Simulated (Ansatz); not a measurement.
# ZrH (quartet): wave-function methods side by side at distance Zr1–H2 = 5.028 Å, def2-TZVP

How much of the correlation energy of ZrH (quartet) does each wave-function method recover here?

Method: def2-TZVP, core rule «outside noble gas», up to 4 orbitals frozen; program: Ansatz 0.2.0, Gaussian basis.

Plan: UHF; CCSD(T) on ROHF; CCSD(T) on UHF; CISD as a restricted active space (open shells left free, so some higher excitations enter); CCSDT(Q) on ROHF; CCSDT(Q) on UHF; CASSCF and MRCISD+Q, 5 electrons in 5 orbitals; CASSCF and NEVPT2, 5 electrons in 5 orbitals; Full CI.

38 further runs of the same task are left out: 21 for a known fault of the program, 9 that didn't finish, 8 set aside as unsound or not needed. Runs told in other sessions of the task aren't counted.

### Step 1. The system

The geometry derives from a PBE0/def2-TZVP stationary point (not a proven minimum). One bond is set to the value named and the two fragments are kept rigid. No spin-orbit coupling is included. Elements past krypton take def2 core potentials.

2 atoms, charge 0, spin multiplicity 4.

Atoms are counted from 1 here; the program's logs count them from 0.

No contacts short enough for the rule that draws bonds.

### Step 2. UHF

The input, in.yaml:

```yaml
crystal:
  periodic: [false, false, false]
  atoms:
    - {symbol: Zr, position_ang: [0.000000, 0.000000, 0.000000]}
    - {symbol: H, position_ang: [0.000000, 0.000000, 5.028000]}
basis:
  gaussian: {orbitals: def2-TZVP}
magnetization: {spin_polarized: true, initial_magnetization: 3}
hamiltonian: {xc: hf}
output: {orbitals: {seedname: orbitals}}
```

On the command line:

```
> ansatz run in.yaml --threads 1 --pin off --events-out ev --progress --plain --max-ram 2393MiB
```

The runs that follow: CCSD(T) on ROHF; CCSD(T) on UHF; CISD as a restricted active space (open shells left free, so some higher excitations enter); CCSDT(Q) on ROHF; CCSDT(Q) on UHF; CASSCF and MRCISD+Q, 5 electrons in 5 orbitals; CASSCF and NEVPT2, 5 electrons in 5 orbitals; Full CI.

Before running them: what should the planned runs give, taken together? Wanted: FCI from the RHF energy; RMP2 from FCI; UMP2 from FCI; RCCSD from FCI; RCCSD(T) from FCI; UCCSD(T) from FCI; RCCSDT(Q) from FCI; UCCSDT(Q) from FCI; NEVPT2 pair from FCI.

As calculated:

| quantity | value |
| --- | --- |
| FCI from the ROHF energy | -1.5593 eV |
| RMP2 from FCI | +45.2 kJ/mol |
| UMP2 from FCI | +38.0 kJ/mol |
| RCCSD from FCI | +9.3 kJ/mol |
| RCCSD(T) from FCI | +3.3 kJ/mol |
| UCCSD(T) from FCI | -4.6 kJ/mol |
| RCCSDT(Q) from FCI | 0.0 kJ/mol |
| UCCSDT(Q) from FCI | -7.7 kJ/mol |
| NEVPT2 pair from FCI | +52.7 kJ/mol |
| MRCISD+Q pair from FCI | +2.1 kJ/mol |
| levels within 1 kcal/mol (43 meV) | UCCSD, RCCSD(T), RCCSDT, RCCSDT(Q), MRCISD+Q pair |
| T1 diagnostic | 0.021 |
| effectively unpaired electrons | 3.14 |

**Reading.** RCCSD(T) lands +3.3 kJ/mol from the yardstick (2.2 % of the correlation energy). UCCSD(T), UCCSDT, UCCSDT(Q) lie below full CI because they start from a spin-mixed determinant and fall towards a lower state of higher spin; theirs is another state, not a better answer. One determinant dominates. Of the multireference levels listed MRCISD+Q pair comes nearest in total energy (+2.1 kJ/mol), which doesn't show that its space is the better one. Coupled cluster took another determinant than the lowest Hartree-Fock one. These misses are within one basis, not against nature; the frozen cores of restricted and unrestricted runs differ, which can shift their rows.

Levels on UHF freeze UHF's core orbitals, full CI those of ROHF, so the U rows can settle a little off it for that reason alone.

With open shells the CI space here admits some higher excitations, so it is larger than plain CISD.
